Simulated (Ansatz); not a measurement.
# Alloy of GaAs and InP (18 of 32 As sites, 18 of 32 Ga sites exchanged), 64 atoms

Aim: relax the alloy cell and compare the gap by PBEsol and HSE06.

All numbers are computed with Ansatz 0.2.0 (PAW, plane waves).

## Step 1: The system as built

64 atoms (18 In, 14 Ga, 18 P, 14 As); a = 11.564 Å, b = 11.564 Å, c = 11.564 Å, α = 90.00°, β = 90.00°, γ = 90.00°. All atoms were shaken off their sites by about 0.02 Å along each axis.

Steps to follow: (2) PBEsol cell relaxation at the single k point (¼, ¼, ¼), on 1 × NVIDIA H100 80GB HBM3 with 4 threads of AMD EPYC 7R13; (3) HSE06 single point at the Γ point alone, on 1 × NVIDIA H100 80GB HBM3 with 4 threads of AMD EPYC 7R13.

## Step 2: Relaxing cell and atoms with PBEsol

Input file in.yaml:

```yaml
crystal:
  lattice:
    - [11.564171, 0.000000, 0.000000]
    - [0.000000, 11.564171, 0.000000]
    - [0.000000, 0.000000, 11.564171]
  atoms:
    - { symbol: In, position: [0.997330, 0.000052, 0.002239] }
    - { symbol: In, position: [0.999644, 0.499015, 0.000288] }
    - { symbol: In, position: [0.500230, 0.500275, 0.998944] }
    - { symbol: In, position: [0.497845, 0.503048, 0.500365] }
    - { symbol: In, position: [0.250590, 0.250037, 0.498339] }
    - { symbol: In, position: [0.250477, 0.750936, 0.001374] }
    - { symbol: In, position: [0.248540, 0.753520, 0.500384] }
    - { symbol: In, position: [0.749177, 0.251979, 0.498521] }
    - { symbol: In, position: [0.751250, 0.748986, 0.999806] }
    - { symbol: In, position: [0.249401, 0.994886, 0.750335] }
    - { symbol: In, position: [0.251747, 0.499654, 0.246981] }
    - { symbol: In, position: [0.248279, 0.497968, 0.749158] }
    - { symbol: In, position: [0.752807, 0.002750, 0.747875] }
    - { symbol: In, position: [0.748537, 0.499072, 0.248826] }
    - { symbol: In, position: [0.999928, 0.248282, 0.750524] }
    - { symbol: In, position: [0.999845, 0.752807, 0.248287] }
    - { symbol: In, position: [0.498017, 0.248976, 0.250528] }
    - { symbol: In, position: [0.500991, 0.746521, 0.748705] }
    - { symbol: Ga, position: [0.997690, 0.004187, 0.499685] }
    - { symbol: Ga, position: [0.997183, 0.498360, 0.500097] }
    - { symbol: Ga, position: [0.499634, 0.002288, 0.999428] }
    - { symbol: Ga, position: [0.499552, 0.000815, 0.499562] }
    - { symbol: Ga, position: [0.248749, 0.249880, 0.999968] }
    - { symbol: Ga, position: [0.750769, 0.251009, 0.999066] }
    - { symbol: Ga, position: [0.748978, 0.749777, 0.501830] }
    - { symbol: Ga, position: [0.249487, 0.002741, 0.249614] }
    - { symbol: Ga, position: [0.748342, 0.002463, 0.248551] }
    - { symbol: Ga, position: [0.749719, 0.500657, 0.752852] }
    - { symbol: Ga, position: [0.001844, 0.252484, 0.249955] }
    - { symbol: Ga, position: [0.000212, 0.747342, 0.750491] }
    - { symbol: Ga, position: [0.500435, 0.250299, 0.751358] }
    - { symbol: Ga, position: [0.501740, 0.749076, 0.248234] }
    - { symbol: P, position: [0.123057, 0.127211, 0.127951] }
    - { symbol: P, position: [0.126338, 0.627164, 0.126080] }
    - { symbol: P, position: [0.626834, 0.122284, 0.121802] }
    - { symbol: P, position: [0.626331, 0.623984, 0.623621] }
    - { symbol: P, position: [0.373073, 0.375403, 0.624586] }
    - { symbol: P, position: [0.373801, 0.875410, 0.126418] }
    - { symbol: P, position: [0.372379, 0.872854, 0.623566] }
    - { symbol: P, position: [0.875372, 0.372687, 0.124328] }
    - { symbol: P, position: [0.875460, 0.877493, 0.123862] }
    - { symbol: P, position: [0.375375, 0.124540, 0.375013] }
    - { symbol: P, position: [0.875170, 0.124470, 0.877730] }
    - { symbol: P, position: [0.875670, 0.628353, 0.877424] }
    - { symbol: P, position: [0.127307, 0.377658, 0.372873] }
    - { symbol: P, position: [0.125899, 0.374060, 0.876403] }
    - { symbol: P, position: [0.126449, 0.875603, 0.376018] }
    - { symbol: P, position: [0.123547, 0.874356, 0.877337] }
    - { symbol: P, position: [0.624920, 0.873986, 0.373267] }
    - { symbol: P, position: [0.623703, 0.874261, 0.875314] }
    - { symbol: As, position: [0.121562, 0.123370, 0.625389] }
    - { symbol: As, position: [0.127405, 0.626482, 0.624855] }
    - { symbol: As, position: [0.626164, 0.127507, 0.623736] }
    - { symbol: As, position: [0.626664, 0.628209, 0.124974] }
    - { symbol: As, position: [0.374809, 0.375358, 0.124219] }
    - { symbol: As, position: [0.876748, 0.374051, 0.625976] }
    - { symbol: As, position: [0.877480, 0.878058, 0.628109] }
    - { symbol: As, position: [0.374961, 0.128315, 0.873961] }
    - { symbol: As, position: [0.378802, 0.623540, 0.376686] }
    - { symbol: As, position: [0.374961, 0.624745, 0.875006] }
    - { symbol: As, position: [0.874090, 0.129410, 0.376995] }
    - { symbol: As, position: [0.876811, 0.623880, 0.375548] }
    - { symbol: As, position: [0.622308, 0.374531, 0.373245] }
    - { symbol: As, position: [0.626921, 0.373663, 0.874691] }
  symmetry: { detect: false }
kpoints:
  mp_grid: { grid: [1, 1, 1], shift: [0.25, 0.25, 0.25] }
hamiltonian:
  xc: pbesol
scf:
  occupations: { method: fermi_dirac, width: 0.01 }
relax:
  f_tol: 0.03
  max_steps: 80
  escape_saddle: false
  adjacent_minimum: "off"
  cell: { fix: [shape] }
output:
  forces: true
  eigenvalues: true
  populations: true
```

Launch:

```sh
> ansatz run in.yaml --threads 4 --pin off --max-ram 42750MiB --runs-dir r --events-out ev --progress --plain --backend cuda --devices 0, --max-vram 37GiB
```

The program printed:

```text
Pseudopotentials: kind: paw
Functional definition: PBEsol
  exchange = pbesol_x
  correlation = pbesol_c
Crystal: 64 atoms, lattice volume = 1546.477 Å³
Basis set: ecut = 420 eV, 30215 PW (Γ), exchange–correlation on 160×160×160 points (8 copies of the dense FFT grid, shifted against one another)
Bands: 430, of which v1, the nominal top of the filled ones, is band 358 counted from 1 (357 counted from 0)
Symmetry: 1 space group operations
k-points: 1
Non-local potential: In, projectors of the file, l = 0: 2, l = 1: 2, l = 2: 2, l = 3: 2
Non-local potential: Ga, projectors of the file, l = 0: 2, l = 1: 2, l = 2: 3, l = 3: 1
Non-local potential: P, projectors of the file, l = 0: 2, l = 1: 2, l = 2: 2
Non-local potential: As, projectors of the file, l = 0: 2, l = 1: 2, l = 2: 3, l = 3: 1
PAW form: soft (Blöchl's): semilocal exchange-correlation on the pseudo side does not see the compensation charge
PAW frozen core: In, regenerated for the run's functional, and the local potential with it (the file was generated under x = pbe(κ = 0.804, μ = 0.2195149727645171), c = pbe(β = 0.06672455060314922))
PAW frozen core: Ga, regenerated for the run's functional, and the local potential with it (the file was generated under x = pbe(κ = 0.804, μ = 0.2195149727645171), c = pbe(β = 0.06672455060314922))
PAW frozen core: P, regenerated for the run's functional, and the local potential with it (the file was generated under x = pbe(κ = 0.804, μ = 0.2195149727645171), c = pbe(β = 0.06672455060314922))
PAW frozen core: As, regenerated for the run's functional, and the local potential with it (the file was generated under x = pbe(κ = 0.804, μ = 0.2195149727645171), c = pbe(β = 0.06672455060314922))
PAW one-centre angular grid: In, 590 points (default); XC on 64 Gauss nodes
PAW one-centre angular grid: Ga, 590 points (default); XC on 64 Gauss nodes
PAW one-centre angular grid: P, 110 points (default); XC on 64 Gauss nodes
PAW one-centre angular grid: As, 590 points (default); XC on 64 Gauss nodes
Initial density: superposition of atomic densities (neutral atoms: chi_scale 0, normalization atom), corrected by the library's trained network
Initial wavefunctions: pseudopotential atomic-orbital guess
Functional: x = pbesol(κ = 0.804, μ = 0.12345679012345678), c = pbesol(β = 0.046)
SCF iter   1: F=—  HF=-232577.813946 eV  |F-HF|=—  |Δ(HF+E_count)|=         —  Δρ=5.10e-3  dr2=5.99e-1  ethr=1.77e-3  ⟨swp⟩=8.0  Hψ=1840  notcnv=0  defer=2
preconditioner: auto → Resta (q_TF=auto, 2.400 Å⁻¹)  ε∞=3.8  [insulator: Δε(μ)=1.318 eV  Ē_g=13.603 eV  σ=0.010 eV  W_gap=1.00  n_scr=364 (ndim 8)  ℏωp=22.7 eV  f_vac=0.047  D(μ)=0.00/eV (n_scr^D=0)  ε∞_Penn≈3.8]
SCF iter   2: F=—  HF=-232577.616053 eV  |F-HF|=—  |Δ(HF+E_count)|=   1.98e-1  Δρ=2.28e-3  dr2=1.18e-1  ethr=8.36e-5  ⟨swp⟩=2.0  Hψ=572  notcnv=0  defer=67
SCF iter   3: F=—  HF=-232577.593001 eV  |F-HF|=—  |Δ(HF+E_count)|=   2.31e-2  Δρ=5.62e-4  dr2=8.45e-3  ethr=1.65e-5  ⟨swp⟩=3.0  Hψ=500  notcnv=0  defer=67
SCF iter   4: F=—  HF=-232577.596018 eV  |F-HF|=—  |Δ(HF+E_count)|=   3.02e-3  Δρ=2.25e-4  dr2=1.90e-3  ethr=1.18e-6  ⟨swp⟩=2.0  Hψ=721  notcnv=0  defer=67
SCF iter   5: F=—  HF=-232577.593729 eV  |F-HF|=—  |Δ(HF+E_count)|=   2.29e-3  Δρ=9.91e-5  dr2=3.57e-4  ethr=2.65e-7  ⟨swp⟩=3.0  Hψ=718  notcnv=0  defer=67
SCF iter   6: F=—  HF=-232577.593778 eV  |F-HF|=—  |Δ(HF+E_count)|=   4.81e-5  Δρ=3.37e-5  dr2=2.20e-5  ethr=4.99e-8  ⟨swp⟩=3.0  Hψ=738  notcnv=0  defer=67
SCF iter   7: F=—  HF=-232577.595815 eV  |F-HF|=—  |Δ(HF+E_count)|=   2.04e-3  Δρ=1.30e-5  dr2=2.74e-6  ethr=3.07e-9  ⟨swp⟩=2.0  Hψ=788  notcnv=0  defer=67
SCF iter   8: F=—  HF=-232577.595817 eV  |F-HF|=—  |Δ(HF+E_count)|=   1.68e-6  Δρ=3.81e-6  dr2=2.24e-7  ethr=3.82e-10  ⟨swp⟩=3.0  Hψ=722  notcnv=0  defer=67
SCF iter   9: F=-232577.595817 eV  HF=-232577.595817 eV  |F-HF|=1.67e-8  |Δ(HF+E_count)|=   3.88e-7  Δρ=1.38e-6  dr2=2.82e-8  ethr=1.40e-11  ⟨swp⟩=14.0  Hψ=2763  notcnv=0
SCF 1 converged in 9 iterations: F = -232577.595817 eV  dr2 = 2.82e-8
relax step   1: F+E_penalty+E_count = -232577.59581743 eV  Δ(F+E_penalty+E_count) = +0.000e0 eV  max|allowed force component| = 1.864e0 eV/Å  Δτ_max = 0.0000 Å  P = +0.941 GPa  Ω = 1546.477 Å³  fix = [alpha, beta, gamma, b/a, c/a]  reactions: b/a +0.011, c/a +0.008 GPa; alpha +0.845, beta +0.692, gamma +0.826 GPa/rad  (9 SCF iters, dr2 threshold 1.00e-7 eV, accepted)
[... 14 lines left out ...]
relax step   2: F+E_penalty+E_count = -232581.03929400 eV  Δ(F+E_penalty+E_count) = -3.443e0 eV  max|allowed force component| = 3.047e-1 eV/Å  Δτ_max = 0.1948 Å  P = -0.856 GPa  Ω = 1564.557 Å³  energy of the carried Pulay correction = -3.848e-3 eV  fix = [alpha, beta, gamma, b/a, c/a]  reactions: b/a +0.043, c/a -0.042 GPa; alpha +0.542, beta +0.549, gamma +0.535 GPa/rad  (7 SCF iters, dr2 thresh [...]
[... 3 lines left out ...]
relax step   3: F+E_penalty+E_count = -232581.20509990 eV  Δ(F+E_penalty+E_count) = -1.658e-1 eV  max|allowed force component| = 2.411e-1 eV/Å  Δτ_max = 0.0990 Å  P = -0.224 GPa  Ω = 1548.050 Å³  energy of the carried Pulay correction = -3.366e-4 eV  fix = [alpha, beta, gamma, b/a, c/a]  reactions: b/a +0.035, c/a -0.041 GPa; alpha +0.450, beta +0.542, gamma +0.495 GPa/rad  (6 SCF iters, dr2 thres [...]
[... 5 lines left out ...]
relax step   4: F+E_penalty+E_count = -232581.26704282 eV  Δ(F+E_penalty+E_count) = -6.194e-2 eV  max|allowed force component| = 7.295e-2 eV/Å  Δτ_max = 0.0657 Å  P = +0.016 GPa  Ω = 1542.173 Å³  energy of the carried Pulay correction = +9.229e-4 eV  fix = [alpha, beta, gamma, b/a, c/a]  reactions: b/a +0.041, c/a -0.036 GPa; alpha +0.449, beta +0.545, gamma +0.517 GPa/rad  (6 SCF iters, dr2 thres [...]
[... 10 lines left out ...]
relax step   5: F+E_penalty+E_count = -232581.27094232 eV  Δ(F+E_penalty+E_count) = -3.899e-3 eV  max|allowed force component| = 8.752e-3 eV/Å  Δτ_max = 0.0102 Å  P = +0.004 GPa  Ω = 1542.425 Å³  energy of the carried Pulay correction = +8.687e-4 eV  fix = [alpha, beta, gamma, b/a, c/a]  reactions: b/a +0.039, c/a -0.036 GPa; alpha +0.457, beta +0.548, gamma +0.512 GPa/rad  (6 SCF iters, dr2 thres [...]
[... 10 lines left out ...]
relax step   6: F+E_penalty+E_count = -232581.27048563 eV  Δ(F+E_penalty+E_count) = +4.567e-4 eV  max|allowed force component| = 8.771e-3 eV/Å  Δτ_max = 0.0000 Å  P = +0.004 GPa  Ω = 1542.425 Å³  fix = [alpha, beta, gamma, b/a, c/a]  reactions: b/a +0.039, c/a -0.036 GPa; alpha +0.456, beta +0.548, gamma +0.511 GPa/rad  stress off target by 3.52e-3 GPa on what of the cell is left free  SCF on the [...]
SCF converged after 5 iterations
Free energy (F): -232581.270486 eV
Harris-Foulkes:  -232581.270486 eV  (|F-HF|=1.16e-10)
Internal energy: -232581.270486 eV  (E = F + TS)
E sigma→0 (E₀):  -232581.270486 eV
Fermi energy:    7.874912 eV
--- Per-component energies (eV) ---
  E_band       = -5492.940920
  E_kinetic    = 8712.493406
  E_local      = -86229.721408  (includes V_loc(G=0)·N_el)
  E_nonlocal   = 3858.267556
  E_hartree    = 40557.406591
  E_xc         = -6994.507757
  E_vxc        = -4805.803246  (∫ρ·V_xc dr)
  E_paw        = -135902.018639  (= ΣΔE_a)
  E_vpaw       = -8142.987225  (= ΣTr[D̂ρ^β])
  E_aug_tail   = -0.001023  (compensation charges beyond the density's cutoff)
  E_ewald      = -56613.876877
  E_core_change = 30.687665  (= ΣΔE_core)
  E_smearing   = -0.000000  (= −TS)
  E_closure    = -0.000000  (closes the sum)
  Σ components = -232581.270486   (vs F -232581.270486, Δ=0.00e0)
--- Forces (eV/Å), atoms counted from 1 ---
  atom   1  In    -0.00443067     0.00585857    -0.00023460
  atom   2  In    -0.00161711     0.00040157    -0.00423860
  atom   3  In    -0.00118046     0.00087877     0.00076789
  atom   4  In    -0.00032065    -0.00130911     0.00100713
  atom   5  In    -0.00427802    -0.00044420     0.00545737
  atom   6  In     0.00203610    -0.00517698     0.00031601
  atom   7  In    -0.00234464     0.00071297     0.00100069
  atom   8  In     0.00004016     0.00090500     0.00017086
  atom   9  In    -0.00073970    -0.00136826    -0.00417116
  atom  10  In     0.00066667     0.00360755    -0.00029314
  atom  11  In     0.00212530    -0.00017783    -0.00171847
  atom  12  In    -0.00668578     0.00014474    -0.00381238
  atom  13  In     0.00044657     0.00021420     0.00025643
  atom  14  In    -0.00048711    -0.00211562     0.00003525
  atom  15  In    -0.00143090    -0.00002073    -0.00102004
  atom  16  In    -0.00078786     0.00199450     0.00112828
  atom  17  In     0.00590615     0.00322208     0.00188298
  atom  18  In    -0.00052102     0.00153488    -0.00159993
  atom  19  Ga    -0.00253610     0.00008029     0.00001643
  atom  20  Ga    -0.00060332     0.00031384     0.00784066
  atom  21  Ga     0.00057474     0.00414616    -0.00289099
  atom  22  Ga    -0.00247951     0.00149026     0.00550410
  atom  23  Ga    -0.00199605     0.00339264    -0.00092233
  atom  24  Ga     0.00240039    -0.00261762     0.00133748
  atom  25  Ga     0.00260900    -0.00149748     0.00566006
  atom  26  Ga    -0.00051853    -0.00069050     0.00101745
  atom  27  Ga     0.00369844     0.00471633     0.00043604
  atom  28  Ga     0.00581646     0.00062814     0.00149776
  atom  29  Ga    -0.00190608     0.00049382     0.00209953
  atom  30  Ga    -0.00425180    -0.00516203    -0.00368989
  atom  31  Ga    -0.00196466     0.00127832    -0.00297028
  atom  32  Ga    -0.00270042    -0.00877072     0.00081956
  atom  33  P      0.00137053    -0.00236846     0.00131661
  atom  34  P      0.00187071     0.00540453    -0.00010676
  atom  35  P      0.00061189    -0.00190576     0.00103616
  atom  36  P      0.00027506     0.00770209    -0.00252465
  atom  37  P      0.00107674    -0.00051663    -0.00129794
  atom  38  P     -0.00250418     0.00153339     0.00169301
  atom  39  P      0.00123164     0.00219972    -0.00147677
  atom  40  P     -0.00147174     0.00010940     0.00116181
  atom  41  P     -0.00069641     0.00135885     0.00202243
  atom  42  P     -0.00207510    -0.00332599    -0.00235511
  atom  43  P      0.00225686    -0.00124126     0.00129711
  atom  44  P     -0.00186720    -0.00133251    -0.00295019
  atom  45  P      0.00080875    -0.00388836    -0.00250348
  atom  46  P      0.00396965    -0.00336595     0.00406517
  atom  47  P      0.00147748    -0.00118385    -0.00017968
  atom  48  P      0.00133825     0.00031124     0.00089108
  atom  49  P     -0.00470229    -0.00027854    -0.00361198
  atom  50  P      0.00074378    -0.00233496     0.00540686
  atom  51  As    -0.00021320     0.00486977    -0.00237285
  atom  52  As     0.00324908    -0.00263165    -0.00102045
  atom  53  As     0.00345288    -0.00372906    -0.00197482
  atom  54  As     0.00160394     0.00371251     0.00265890
  atom  55  As    -0.00176139     0.00132677     0.00159399
  atom  56  As     0.00256801     0.00167477    -0.00397224
  atom  57  As    -0.00051452    -0.00049399    -0.00180754
  atom  58  As    -0.00015946    -0.00722665    -0.00166159
  atom  59  As     0.00350431     0.00277046    -0.00413379
  atom  60  As     0.00042494     0.00470132     0.00263003
  atom  61  As     0.00194930    -0.00350509    -0.00125238
  atom  62  As    -0.00114382     0.00218776    -0.00015651
  atom  63  As     0.00153326    -0.00464613     0.00103168
  atom  64  As    -0.00074511    -0.00254956    -0.00213604
  max |Σ_I F_I| component: 2.26e-6 eV/Å
--- Stress (GPa, compression-positive) ---
        0.000159      -0.511422      -0.547694
       -0.511422       0.042613      -0.456445
       -0.547694      -0.456445      -0.032227
  P = ⅓ Tr σ = 0.0035 GPa (0.035 kbar)
--- Band table (eV) ---
  k-point 0: bands = [... 346 lower levels ..., "6.2378", "6.3206", "6.3479", "6.3720", "6.4051", "6.5093", "6.5786", "6.7038", "6.7490", "6.7785", "7.1601", "7.2222", "8.5276", "8.7502", "9.0079", "9.0614", "9.1003", "9.3034", "9.3485", "9.3841", "9.4550", "9.5038", "9.5398", "9.5871", ... 60 higher levels ...]
--- Relaxed structure (5 steps of the walk, 5 accepted, 1 SCFs on fresh bases) ---
  F+E_penalty+E_count = -232581.27048563 eV   max|allowed force component| = 8.771e-3 eV/Å   (the final SCF, on the basis selected at the relaxed cell)
  cell:  # Å, volume = 1542.4251 Å³
    - [11.554062020800133, -4.7599935498791517e-144, -9.962976360488144e-144]
    - [-4.7599935498791517e-144, 11.554062020800133, 4.469806142145674e-144]
    - [-9.962976360488144e-144, 4.469806142145674e-144, 11.554062020800133]
  atoms:
    - { symbol: In, position: [1.0014244840819548, 0.003698860323309027, 0.005741421020109809] }
    - { symbol: In, position: [0.9974394183286344, 0.4962717814464331, -0.0023306464670607174] }
[... 62 atoms left out; the next input holds them all, rounded ...]
--- Löwdin populations: 64 sites ---
  site symbol       q [e]
     0     In     12.7319
     1     In     12.7242
     2     In     12.7341
     3     In     12.7243
     4     In     12.7249
     5     In     12.7278
     6     In     12.7399
     7     In     12.7392
     8     In     12.7383
     9     In     12.7334
    10     In     12.7325
    11     In     12.7350
    12     In     12.7363
    13     In     12.7341
    14     In     12.7435
    15     In     12.7414
    16     In     12.7314
    17     In     12.7370
    18     Ga     12.9552
    19     Ga     12.9570
    20     Ga     12.9611
    21     Ga     12.9610
    22     Ga     12.9693
    23     Ga     12.9577
    24     Ga     12.9469
    25     Ga     12.9694
    26     Ga     12.9573
    27     Ga     12.9568
    28     Ga     12.9516
    29     Ga     12.9499
    30     Ga     12.9454
    31     Ga     12.9434
    32      P      5.0412
    33      P      5.2247
    34      P      5.0439
    35      P      5.0986
    36      P      5.1560
    37      P      5.0436
    38      P      5.1603
    39      P      5.1016
    40      P      5.1616
    41      P      5.0990
    42      P      5.1569
    43      P      5.0969
    44      P      5.1009
    45      P      5.1609
    46      P      5.1029
    47      P      5.1621
    48      P      4.9861
    49      P      5.1663
    50     As     15.1836
    51     As     15.1212
    52     As     15.1258
    53     As     15.1844
    54     As     15.1835
    55     As     15.1175
    56     As     15.0631
    57     As     15.0637
    58     As     15.1837
    59     As     15.2500
    60     As     15.0638
    61     As     15.1226
    62     As     15.2488
    63     As     15.0708
  spilling = 0.001903 (of n_electrons = 716.000000)
```

Wall time 14 s (1 × NVIDIA H100 80GB HBM3 with 4 threads of AMD EPYC 7R13, shared host); peak host memory 1.7 GiB.

The walk (solves on a freshly chosen basis count as rows, and their energies jump a little):

```
accepted step  energy change (eV)  largest force component (eV/Å)  SCF cycles  pressure (GPa)
            1               0.000                           1.864           9            0.94
            2              -3.443                           0.305           7           -0.86
            3              -3.609                           0.241           6           -0.22
            4              -3.671                           0.073           6            0.02
            5              -3.675                           0.009           6            0.00
            6              -3.675                           0.009           5            0.00
```

Largest shifts, less the median shift:

```
atom  shift (Å)      dx      dy      dz
As53      0.209  -0.198  -0.066  -0.011
As61      0.207   0.053  -0.142  -0.141
 P45      0.207  -0.201  -0.045   0.022
Ga32      0.202  -0.009   0.194   0.054
 P47      0.195   0.030   0.181  -0.066
 P38      0.185   0.072   0.148   0.084
 P50      0.182  -0.071   0.127   0.110
 P39      0.182   0.126   0.113  -0.067
```

|  | before | after | change |
| --- | --- | --- | --- |
| a (Å) | 11.564 | 11.554 | -0.09 % |
| b (Å) | 11.564 | 11.554 | -0.09 % |
| c (Å) | 11.564 | 11.554 | -0.09 % |
| volume (Å³/atom) | 24.164 | 24.100 | -0.26 % |

Bonds in the relaxed cell, counted within a distance cut:

```
 pair  count  mean (Å)  spread (Å)  least   most
As–Ga     24     2.469       0.027  2.406  2.520
As–In     32     2.601       0.017  2.572  2.647
 Ga–P     32     2.394       0.026  2.345  2.455
 In–P     40     2.538       0.020  2.509  2.582
```

At the single k point (¼, ¼, ¼) the filled levels end at 7.222 eV and the empty ones begin at 8.528 eV, a spacing of 1.31 eV.

[end of part 1 of 2]
